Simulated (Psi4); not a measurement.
# SbCl2 (SMILES [Cl][Sb][Cl]) at UB3LYP/def2-SVPD (core potential)

Aim: the vertical electron affinity of SbCl2 at UB3LYP/def2-SVPD (core potential), from 2 runs. 

Program for the calculation: Psi4 1.11.

1 further run of the same task is left out (it didn't finish).

### Step 1. The structure to begin with

SbCl2 has 3 atoms, charge 0, and is taken as a doublet. As SMILES, `[Cl][Sb][Cl]`. Geometry: relaxed at PBE0-D4/def2-TZVP.

Bond lengths: Cl1–Sb2 2.337 Å, Sb2–Cl3 2.337 Å. Angles: Cl1–Sb2–Cl3 98.6°.

### Step 2. Energy and forces at UB3LYP/def2-SVPD (core potential)

Input file cl2sb.xyz:

```xyz
3
Cl2Sb
Cl     1.049100     1.312300     0.708100
Sb    -0.817500     0.443300    -0.396700
Cl    -0.242500    -1.820400    -0.324700
```

Input file run.py:

```python
import psi4

psi4.set_memory(1600000000)
psi4.set_num_threads(1)
psi4.core.set_output_file('psi4.out', False)

with open('cl2sb.xyz') as f:
    atoms = ''.join(f.readlines()[2:])
geom = psi4.geometry('0 2\n' + atoms + 'symmetry c1\nno_reorient\nno_com')

options = {'basis': 'def2-SVPD', 'reference': 'uks', 'puream': True, 'e_convergence': 1e-09, 'd_convergence': 1e-08, 'scf_type': 'pk', 'dft_radial_points': 99, 'dft_spherical_points': 590, 'maxiter': 200}
psi4.set_options(options)

result, w = psi4.gradient('b3lyp', molecule=geom, return_wfn=True)
psi4.oeprop(w, 'MAYER_INDICES', 'DIPOLE', 'QUADRUPOLE')
print('gradient / Eh bohr^-1')
print(result.np.round(6))
print(f'energy = {w.energy():.10f} Eh')
for k, v in sorted(psi4.core.scalar_variables().items()):
    print(f'{k:45s} {v:18.10f}')
```

On the command line:

```bash
$ python run.py
```

psi4.out:

```text
[...]
    !!!  WARNING: ECP capability is in beta. Please check occupations closely.  !!!
[...]
  Running in c1 symmetry.
[...]
  Nuclear repulsion =  220.268165567323024
[...]
  Multiplicity = 2
[...]
  Nalpha       = 29
  Nbeta        = 28
[...]
    Number of basis functions: 86
[...]
   @UKS iter   1: -1160.18865461591031   -8.94688e-01   8.58508e-03 DIIS/ADIIS
[...]
   @UKS iter  13: -1160.54616393544825   -2.27374e-12   5.68668e-09 DIIS
[...]
   @S^2 Observed:                7.523678386E-01
[...]
    Orbital Energies [Eh]
    ---------------------
    Alpha Occupied:
       1A   -101.520397     2A   -101.520391     3A     -9.472261
       4A     -9.472251     5A     -7.238793     6A     -7.238783
       7A     -7.233307     8A     -7.233300     9A     -7.232446
      10A     -7.232439    11A     -5.782048    12A     -4.011449
      13A     -4.008442    14A     -4.005270    15A     -1.369831
      16A     -1.367397    17A     -1.363683    18A     -1.361440
      19A     -1.361140    20A     -0.841703    21A     -0.818372
      22A     -0.578390    23A     -0.408309    24A     -0.374779
      25A     -0.366319    26A     -0.340502    27A     -0.328042
      28A     -0.328025    29A     -0.224155
    Alpha Virtual:
[...]
  @UKS Final Energy: -1160.54616393544825
   => Energetics <=
    Nuclear Repulsion Energy =            220.2681655673230239
    One-Electron Energy =               -2129.2280326537220390
    Two-Electron Energy =                 809.7214605176601481
    DFT Exchange-Correlation Energy =     -61.3077573667095379
    Empirical Dispersion Energy =           0.0000000000000000
    VV10 Nonlocal Energy =                  0.0000000000000000
    Total Energy =                      -1160.5461639354482486
[...]
  -Total Gradient:
     Atom            X                  Y                   Z
    ------   -----------------  -----------------  -----------------
       1       -0.015727091574    -0.008095432318    -0.009390530133
       2        0.020077678540    -0.011457753756     0.009678193428
       3       -0.004325056260     0.019538585963    -0.000275359766
[...]
 Multipole Moments:
 ------------------------------------------------------------------------------------
     Multipole            Electronic (a.u.)      Nuclear  (a.u.)        Total (a.u.)
 ------------------------------------------------------------------------------------
 L = 1.  Multiply by 2.5417464519 to convert [e a0] to [Debye]
 Dipole X            :          8.7992827           -9.6192729           -0.8199902
 Dipole Y            :         -2.4760938            2.9445712            0.4684774
 Dipole Z            :          4.5299834           -4.9251932           -0.3952098
 Magnitude           :                                                    1.0237411
 L = 2.  Multiply by 1.3450342976 to convert [e a0^2] to [Debye ang]
 Quadrupole XX       :       -162.0065388          125.2770030          -36.7295358
 Quadrupole XY       :        -82.3422191           80.6129588           -1.7292604
[...]
```

Standard output:

```text
gradient / Eh bohr^-1
[[-0.015727 -0.008095 -0.009391]
 [ 0.020078 -0.011458  0.009678]
 [-0.004325  0.019539 -0.000275]]
energy = -1160.5461639354 Eh
CURRENT ENERGY                                  -1160.5461639354
CURRENT REFERENCE ENERGY                        -1160.5461639354
DD SOLVATION ENERGY                                 0.0000000000
DFT FUNCTIONAL TOTAL ENERGY                     -1160.5461639354
DFT TOTAL ENERGY                                -1160.5461639354
DFT VV10 ENERGY                                     0.0000000000
DFT XC ENERGY                                     -61.3077573667
GRID ELECTRONS ALPHA                               29.0000004993
GRID ELECTRONS BETA                                28.0000004990
GRID ELECTRONS TOTAL                               57.0000009983
NUCLEAR REPULSION ENERGY                          220.2681655673
ONE-ELECTRON ENERGY                             -2129.2280326537
PCM POLARIZATION ENERGY                             0.0000000000
PE ENERGY                                           0.0000000000
SCF ITERATION ENERGY                            -1160.5461639354
SCF ITERATIONS                                     13.0000000000
SCF TOTAL ENERGY                                -1160.5461639354
TWO-ELECTRON ENERGY                               809.7214605177
XC GRID RADIAL POINTS                              99.0000000000
XC GRID SPHERICAL POINTS                          590.0000000000
XC GRID TOTAL POINTS                           165818.0000000000
```

Run time: 13 s. Hardware: 1 thread of Intel Xeon 6975P-C (Granite Rapids), shared host; peak memory 0.65 GiB.

### Step 3. The singlet anion at the same level

Input file cl2sb.in:

```
memory 1600 mb

molecule {
  -1 1
  Cl
  Sb 1 r2
  Cl 2 r3 1 a3

  r2 = 2.336651
  r3 = 2.336696
  a3 = 98.57713
  symmetry c1
  no_reorient
  no_com
}

set globals {
  puream true
  e_convergence 1e-09
  d_convergence 1e-08
  scf_type pk
  dft_radial_points 99
  dft_spherical_points 590
}

result, w = gradient("b3lyp/def2-SVPD", return_wfn=True)
```

On the command line:

```bash
$ psi4 -i cl2sb.in -o cl2sb.out -n 1
```

cl2sb.out:

```text
[...]
    !!!  WARNING: ECP capability is in beta. Please check occupations closely.  !!!
[...]
  Running in c1 symmetry.
[...]
  Nuclear repulsion =  220.268168412863190
[...]
  Multiplicity = 1
[...]
  Nalpha       = 29
  Nbeta        = 29
[...]
    Number of basis functions: 86
[...]
   @RKS iter   1: -1160.08888587804427   -8.14609e-01   9.98936e-03 ADIIS/DIIS
[...]
   @RKS iter  13: -1160.60349204240242   -9.09495e-13   1.85479e-09 DIIS
[...]
    Orbital Energies [Eh]
    ---------------------
    Doubly Occupied:
       1A   -101.318830     2A   -101.318825     3A     -9.271396
       4A     -9.271387     5A     -7.037669     6A     -7.037660
       7A     -7.032600     8A     -7.032594     9A     -7.031319
      10A     -7.031313    11A     -5.527445    12A     -3.761769
      13A     -3.759017    14A     -3.740513    15A     -1.123978
      16A     -1.120897    17A     -1.104537    18A     -1.102179
      19A     -1.098698    20A     -0.639030    21A     -0.619682
      22A     -0.345368    23A     -0.206412    24A     -0.173584
      25A     -0.162007    26A     -0.143979    27A     -0.138177
      28A     -0.121853    29A      0.022095
[...]
  @RKS Final Energy: -1160.60349204240242
   => Energetics <=
    Nuclear Repulsion Energy =            220.2681684128631900
    One-Electron Energy =               -2141.6388525441589081
    Two-Electron Energy =                 822.2828654764874727
    DFT Exchange-Correlation Energy =     -61.5156733875939850
    Empirical Dispersion Energy =           0.0000000000000000
    VV10 Nonlocal Energy =                  0.0000000000000000
    Total Energy =                      -1160.6034920424024222
[...]
 Multipole Moments:
 ------------------------------------------------------------------------------------
     Multipole            Electronic (a.u.)      Nuclear  (a.u.)        Total (a.u.)
 ------------------------------------------------------------------------------------
 L = 1.  Multiply by 2.5417464519 to convert [e a0] to [Debye]
 Dipole X            :        -29.1826739           28.6239258           -0.5587480
 Dipole Y            :        -25.1105183           24.6298437           -0.4806746
 Dipole Z            :          0.0000000            0.0000000            0.0000000
 Magnitude           :                                                    0.7370532
[...]
  -Total Gradient:
     Atom            X                  Y                   Z
    ------   -----------------  -----------------  -----------------
       1       -0.000408035592    -0.047966549754     0.000000000038
       2        0.047909847359     0.041239372489     0.000000000047
       3       -0.047477318659     0.006748232561    -0.000000000085
[...]
```

Run time: 11 s. Hardware: 1 thread of Intel Xeon 6975P-C (Granite Rapids), shared host; peak memory 0.65 GiB.

### Step 4. Results

Level: UB3LYP/def2-SVPD (core potential).

| quantity | value |
| --- | --- |
| doublet SbCl2: total energy | -1160.54616 Eh |
| doublet SbCl2: dipole moment | 2.60 D |
| doublet SbCl2: HOMO energy (highest over α and β) | -6.10 eV |
| doublet SbCl2: LUMO energy (lowest over α and β) | -3.73 eV |
| doublet SbCl2: ⟨S²⟩ | 0.752 |
| doublet SbCl2: largest force on an atom | 1.289 eV/Å |
| singlet anion: total energy | -1160.60349 Eh |
| singlet anion: HOMO energy | 0.60 eV |
| singlet anion: LUMO energy | 3.37 eV |
| singlet anion: HOMO–LUMO gap (to an unbound level, set by the basis) | 2.77 eV |
| singlet anion: largest force on an atom | 3.251 eV/Å |
| vertical electron affinity (to the singlet anion) | 1.560 eV |

What this shows: At fixed nuclei the extra electron is bound by 1.56 eV (36 kcal/mol). The largest force (doublet SbCl2) is 1.29 eV/Å: the shape isn't a stationary point for this species at this level. The HOMO (singlet anion) lies at positive energy, 0.60 eV; only total energies tell whether the electron is bound.
